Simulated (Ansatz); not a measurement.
Ba2Tl5V3O12:

```xyz
22
Lattice="6.0437 0.0955 -0.4538 -2.5759 5.5423 0.0296 -1.2131 -2.0613 13.9220" Properties=species:S:1:pos:R:3 pbc="T T T"
Ba    4.7194   -0.8046    6.1878
Ba    0.3670    2.6389   12.1406
V     0.1608   -1.4176   13.5896
V    -1.1465    2.4057    4.6852
V     2.0769    0.3875    8.9985
Tl    1.7105    0.8620    5.1314
Tl   -0.5988   -1.1205   10.3877
Tl    2.1528    4.6633    2.1426
Tl   -0.6442    2.4806    8.2526
Tl    4.6157    2.5798    0.2326
O    -0.0497    0.2256    0.5967
O    -2.3278    3.0065   12.3078
O    -0.0689    0.1648   12.9199
O     2.8986    0.5177    0.4422
O     0.3476    2.9705    5.4039
O     3.5997    2.7997    5.3243
O    -0.9723    0.6618    4.5376
O    -1.4442    3.1282    3.1877
O     3.5874    0.6520    8.2032
O     1.4718    1.7922    9.8063
O     2.2468   -0.9305   10.1084
O     0.9035   -0.0177    7.7635
```

The cell was built by a generator and needn't be a form met in nature.

* Program: Ansatz 0.2.0
* Task: relaxation of cell and atoms
* Functional: BLYP
* Potentials or basis: Ansatz PAW
* Cutoff: 420 eV (not typed: the program's choice for these potentials)
* k mesh: 4 × 4 × 2
* Occupations: fermi-dirac, width 0.05 eV
* Spin: collinear spin, ferromagnetic start
* Starting moments: [0.0, 0.0, 2.0, 2.0, 2.0, 0.0, 0.0, 0.0, 0.0, 0.0, 0.0, 0.0, 0.0, 0.0, 0.0, 0.0, 0.0, 0.0, 0.0, 0.0, 0.0, 0.0] μB

At the start: volume 21.12 Å³/atom.

How do energy, volume and symmetry change on relaxing?

It ends after 29 steps and the volume is 22.81 Å³/atom (+8.0 %); space group P1 (No. 1, to 0.05 Å); moment 0.00 μB per cell.

Step by step:
| step | energy change (eV) | largest force (eV/Å) | volume (Å³) |
| --- | --- | --- | --- |
| 1 | 0.0000 | 0.2533 | 464.66 |
| 2 | -0.0738 | 0.1643 | 488.79 |
| 3 | -0.0817 | 0.0600 | 488.12 |
| 4 | -0.0828 | 0.0415 | 488.88 |
| 5 | -0.0837 | 0.0501 | 489.00 |
| 6 | -0.0835 | 0.0973 | 489.51 |
| 7 | -0.0835 | 0.1523 | 490.08 |
| 8 | -0.0871 | 0.1067 | 490.34 |
| 9 | -0.0987 | 0.1878 | 491.41 |
| 10 | -0.1011 | 0.5968 | 492.84 |
| 11 | -0.1103 | 0.2241 | 493.19 |
| 12 | -0.1224 | 0.1041 | 491.78 |
| 13 | -0.1277 | 0.0893 | 492.53 |
| 14 | -0.1285 | 0.0516 | 492.53 |
| 15 | -0.1303 | 0.0278 | 492.70 |
| 16 | -0.1314 | 0.0293 | 492.35 |
| 17 | -0.1310 | 0.0089 | 492.58 |
| 18 | -0.2238 | 0.0091 | 492.58 |
| 19 | -0.2161 | 0.0293 | 498.99 |
| 20 | -0.2153 | 0.0288 | 499.76 |
| 21 | -0.2157 | 0.0355 | 499.99 |
| 22 | -0.2154 | 0.0120 | 500.42 |
| 23 | -0.2153 | 0.0059 | 500.52 |
| 24 | -0.2145 | 0.0151 | 500.86 |
| 25 | -0.2146 | 0.0070 | 500.84 |
| 26 | -0.2366 | 0.0070 | 500.84 |
| 27 | -0.2348 | 0.0196 | 501.75 |
| 28 | -0.2347 | 0.0088 | 501.87 |
| 29 | -0.2370 | 0.0088 | 501.87 |

Final structure:
```cif
data_structure
_symmetry_space_group_name_H-M 'P 1'
_symmetry_Int_Tables_number 1
_cell_length_a 6.1758
_cell_length_b 6.2547
_cell_length_c 14.5994
_cell_angle_alpha 94.336
_cell_angle_beta 101.898
_cell_angle_gamma 112.609
_cell_volume 501.87
loop_
_atom_site_label
_atom_site_type_symbol
_atom_site_fract_x
_atom_site_fract_y
_atom_site_fract_z
_atom_site_occupancy
Ba1 Ba 0.88121 0.01228 0.46673 1
Ba2 Ba 0.57142 0.81695 0.89307 1
V1 V 0.28360 0.14544 0.98261 1
V2 V 0.11868 0.56434 0.34174 1
V3 V 0.60024 0.27609 0.66729 1
Tl1 Tl 0.50021 0.31381 0.39956 1
Tl2 Tl 0.97024 0.93254 0.71503 1
Tl3 Tl 0.80757 0.92740 0.17382 1
Tl4 Tl 0.28404 0.63347 0.60403 1
Tl5 Tl 0.98812 0.48411 0.05098 1
O1 O 0.02930 0.06937 0.03083 1
O2 O 0.19234 0.95434 0.87487 1
O3 O 0.37567 0.43597 0.96722 1
O4 O 0.52670 0.09909 0.04481 1
O5 O 0.42310 0.68167 0.41079 1
O6 O 0.94593 0.64976 0.40379 1
O7 O 0.01606 0.25650 0.33087 1
O8 O 0.09611 0.64781 0.23343 1
O9 O 0.82922 0.32250 0.60926 1
O10 O 0.63370 0.53448 0.73517 1
O11 O 0.59651 0.05817 0.73629 1
O12 O 0.33003 0.18395 0.57779 1
```

Caveat: the plane-wave basis is chosen anew once the cell has moved, so the energies of steps on either side of that aren't comparable; the pressure holds a Pulay correction of +0.4 GPa for the finite cutoff; the PAW data sets come from PBE, with cores solved anew for the run's functional, which leaves a small shift of forces and pressure; the starting moments weren't kept.
